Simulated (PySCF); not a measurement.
# C7H12: the cost of one run

Programs: PySCF 2.14.0, with routines of our own; each step states its level. All values are computed. Atoms count from 0.

## 1. The starting structure

19 atoms, charge 0, multiplicity 1; geometry from: GFN2-xTB.

## 2. Optimising the geometry at PBE0-D3(BJ)/def2-SVP

What the job is given:

```
{"job": {"xc": "PBE0", "basis": "def2-SVP", "d3": "d3bj", "grid": 2, "kind": "geom"}, "charge": 0, "multiplicity": 1}
C     -1.379654    -0.359164     1.905007
C     -1.083657    -0.333286     0.606406
C     -2.089653    -0.823027    -0.397849
C      0.212564     0.148591     0.108309
C      1.050257     0.965318     1.053269
C      0.644353    -0.143816    -1.122729
C      1.963362     0.270076    -1.698312
H     -0.693640    -0.044666     2.670713
H     -2.331862    -0.724382     2.252189
H     -3.051991    -0.982738     0.081556
H     -1.768171    -1.768079    -0.834099
H     -2.213819    -0.100539    -1.202215
H      0.426617     1.662441     1.608625
H      1.558267     0.317715     1.767936
H      1.804326     1.530430     0.514135
H      0.028204    -0.739904    -1.777951
H      2.034053     1.355899    -1.775062
H      2.787996    -0.073669    -1.074287
H      2.092645    -0.147950    -2.693101
```

On the command line:

```sh
> OMP_NUM_THREADS=1 python excited_run.py task.json out
```

One launch serves the whole session: the jobs run in the order shown.

**Question.** How long does this first job take on 1 thread of AMD EPYC 9R45, shared host, and how much memory does it need?

About 71 s, with a peak of 0.76 GiB.
